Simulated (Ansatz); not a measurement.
# Al2Ga3Sb5: the cost of one run

Computed with Ansatz 0.2.0 (DFT PBE, scalar-relativistic, plane waves, PAW, unless a step's input says otherwise).

### 1 The structure to begin with

It takes space group I-4m2 (No. 119, tetragonal). Conventional cell: a = 4.398 Å, b = 4.398 Å, c = 31.085 Å, α = 90.00°, β = 90.00°, γ = 90.00°. Around Al (site symmetry 2mm) lie 4 Sb at 2.69 Å. Ga (site symmetry -4m2) is surrounded by 4 Sb at 2.69 Å. Around Ga (site symmetry 2mm) lie 4 Sb at 2.69 Å. Around Sb (site symmetry 2mm) lie 2 Ga at 2.69 Å and 2 Al at 2.69 Å. Sb (site symmetry -4m2) is surrounded by 4 Ga at 2.69 Å.

Structure file:

```
CELL_PARAMETERS angstrom
-2.19912 2.19912 15.54231
2.19912 -2.19912 15.54231
2.19912 2.19912 -15.54231
ATOMIC_POSITIONS crystal
Al 0.85005 0.35005 0.50000
Al 0.64995 0.14995 0.50000
Ga 0.25000 0.75000 0.50000
Ga 0.45017 0.95017 0.50000
Ga 0.04983 0.54983 0.50000
Sb 0.70001 0.70001 0.00000
Sb 0.29999 0.29999 0.00000
Sb 0.90012 0.90012 0.00000
Sb 0.50000 0.50000 0.00000
Sb 0.09988 0.09988 0.00000
```

The start is the relaxed end of an invented cell (made as: elements ordered on the sites of the AlSb type, Al/Ga on Al (I-4m2, No. 119)), taken up again for a closer look.

### 2 The guess as it stands, on a coarse mesh

input.yaml

```yaml
crystal:
  lattice:
    - [-2.1991221, 2.1991221, 15.5423117]
    - [2.1991221, -2.1991221, 15.5423117]
    - [2.1991221, 2.1991221, -15.5423117]
  atoms:
    - { symbol: Al, position: [0.850047, 0.350047, 0.5] }
    - { symbol: Al, position: [0.649953, 0.149953, 0.5] }
    - { symbol: Ga, position: [0.25, 0.75, 0.5] }
    - { symbol: Ga, position: [0.45017, 0.95017, 0.5] }
    - { symbol: Ga, position: [0.04983, 0.54983, 0.5] }
    - { symbol: Sb, position: [0.700008, 0.700008, 0.0] }
    - { symbol: Sb, position: [0.299992, 0.299992, 0.0] }
    - { symbol: Sb, position: [0.900124, 0.900124, 0.0] }
    - { symbol: Sb, position: [0.5, 0.5, 0.0] }
    - { symbol: Sb, position: [0.099876, 0.099876, 0.0] }
basis:
  ecutwfc: 420
kpoints:
  mp_grid: { grid: [6, 6, 6] }
hamiltonian:
  xc: pbe
scf:
  occupations: { method: gaussian, width: 0.1 }
  lower_state_search: "off"
output:
  forces: true
  stress: true
  eigenvalues: true
```

Run with:

```
$ ansatz run input.yaml --threads 4 --pin off --max-ram 8192MiB --backend cpu --events-out ev --progress --plain --runs-dir out
```

**Question.** How long does this run take on 4 threads of Intel Xeon Platinum 8488C (Sapphire Rapids), shared host, and how much memory does it need?

About 12 s, with a peak of 1 GiB.
